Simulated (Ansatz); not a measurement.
# C5H14N2: a ladder of functionals and wavefunction methods

How much do the methods differ for C5H14N2? The plan is to run it at one geometry with functionals of several rungs and with coupled cluster, and see how far each lands from CCSD(T) at the basis-set limit for the atomisation energy.

The runs use Ansatz 0.2.0, Gaussian basis; functionals in def2-TZVPP, the program's frozen cores in correlated methods.

Plan: PBE-D4, r2SCAN-D4, PBE0-D4, B3LYP-D4, ωB97X-V, ωB97M-V, B2PLYP; CCSD(T)/def2-TZVPP; MP2/def2-QZVPP; extrapolation to the limit.

## Step 1: The geometry

The geometry comes from an earlier relaxation with PBE0-D4 in a triple-zeta def2 set; it is a stationary point, not always the lowest conformer.

SMILES `CN(C)CCCN`, 21 atoms, charge 0, spin multiplicity 1.

Atoms are counted from 1 here; the program's logs count them from 0.

Bond lengths: C1–N2 1.444 Å, C1–H8 1.092 Å, C1–H9 1.105 Å, C1–H10 1.092 Å, N2–C3 1.445 Å, N2–C4 1.455 Å, C3–H11 1.091 Å, C3–H12 1.105 Å, C3–H13 1.092 Å, C4–C5 1.521 Å, C4–H14 1.095 Å, C4–H15 1.108 Å, C5–C6 1.527 Å, C5–H16 1.096 Å, C5–H17 1.096 Å, C6–N7 1.453 Å, C6–H18 1.097 Å, C6–H19 1.095 Å and more. Angles: N2–C1–H8 110.0°, N2–C1–H9 112.7°, N2–C1–H10 109.9°, H8–C1–H9 108.1°, H8–C1–H10 108.2°, H9–C1–H10 107.9°, C1–N2–C3 110.6°, C1–N2–C4 110.8°, C3–N2–C4 112.2°, N2–C3–H11 110.7°, N2–C3–H12 112.4°, N2–C3–H13 109.7°, H11–C3–H12 108.1°, H11–C3–H13 107.8°, H12–C3–H13 108.1°, N2–C4–C5 115.0°, N2–C4–H14 107.1°, N2–C4–H15 110.4° and more.

## Step 2: PBE-D4 (GGA)

File in.yaml:

```yaml
crystal:
  periodic: [false, false, false]
  atoms:
    - {symbol: C, position_ang: [-1.170748, 0.060222, 2.003341]}
    - {symbol: N, position_ang: [-0.595540, -0.225022, 0.709385]}
    - {symbol: C, position_ang: [-1.437271, -1.136514, -0.031099]}
    - {symbol: C, position_ang: [-0.339696, 1.004736, -0.024520]}
    - {symbol: C, position_ang: [0.554678, 0.849876, -1.244711]}
    - {symbol: C, position_ang: [1.967474, 0.362902, -0.928595]}
    - {symbol: N, position_ang: [2.104186, -1.021972, -0.511652]}
    - {symbol: H, position_ang: [-0.495065, 0.695747, 2.579543]}
    - {symbol: H, position_ang: [-2.147031, 0.573861, 1.932021]}
    - {symbol: H, position_ang: [-1.319478, -0.869388, 2.557081]}
    - {symbol: H, position_ang: [-0.964108, -1.419319, -0.972169]}
    - {symbol: H, position_ang: [-2.427358, -0.702959, -0.262197]}
    - {symbol: H, position_ang: [-1.593858, -2.047253, 0.550909]}
    - {symbol: H, position_ang: [0.149474, 1.698003, 0.668450]}
    - {symbol: H, position_ang: [-1.293766, 1.482193, -0.322141]}
    - {symbol: H, position_ang: [0.093724, 0.188440, -1.986999]}
    - {symbol: H, position_ang: [0.616343, 1.835360, -1.721212]}
    - {symbol: H, position_ang: [2.384477, 0.997080, -0.136488]}
    - {symbol: H, position_ang: [2.605521, 0.519506, -1.804098]}
    - {symbol: H, position_ang: [1.430060, -1.203359, 0.225100]}
    - {symbol: H, position_ang: [1.877982, -1.642139, -1.279958]}
basis:
  gaussian: {orbitals: def2-TZVPP}
hamiltonian: {xc: pbe, dispersion: d4}
output: {forces: true, orbitals: {seedname: orbitals}}
```

The run is started by

```
> ansatz run in.yaml --threads 2 --pin off --events-out ev --progress --plain --max-ram 32768MiB --backend cuda --devices 0, --max-vram 18GiB
```

The runs that follow: r2SCAN-D4 (meta-GGA); PBE0-D4 (hybrid); B3LYP-D4 (hybrid); ωB97X-V (range-separated); ωB97M-V (range-separated); B2PLYP (double hybrid); CCSD(T) in def2-TZVPP; MP2 in def2-QZVPP.

Q: Predict the results of all the runs planned. Wanted: atomisation energy, CCSD(T)/CBS; farthest; mean size of error, hybrid; mean size of error, range-separated; gap, smallest and largest; T1 diagnostic; triples share of the correlation energy.

The runs gave:

| quantity | value |
| --- | --- |
| atomisation energy, CCSD(T)/CBS | 83.118 eV |
| functionals within 0.416 eV (0.5 %) | r2SCAN-D4, B3LYP-D4, ωB97X-V, ωB97M-V |
| farthest | PBE-D4 (+1.851 eV) |
| mean size of error, hybrid | 0.446 eV |
| mean size of error, range-separated | 0.329 eV |
| gap, smallest and largest | 4.96 eV (PBE-D4), 11.37 eV (ωB97X-V) |
| T1 diagnostic | 0.0095 |
| triples share of the correlation energy | 3.8 % |

PBE-D4 misses by +1.851 eV. Double hybrids carry the basis error of their MP2 part in triple zeta, and no dispersion term here, so their miss is partly the set-up's. Misses under about 0.416 eV are within the doubt on the reference itself, which lacks core-valence correlation, relativity and higher excitations. Hartree-Fock recovers 73 % of the binding; the rest is correlation. The gap grows from 5.0 to 11.4 eV across the functionals, mostly with the share of exact exchange.
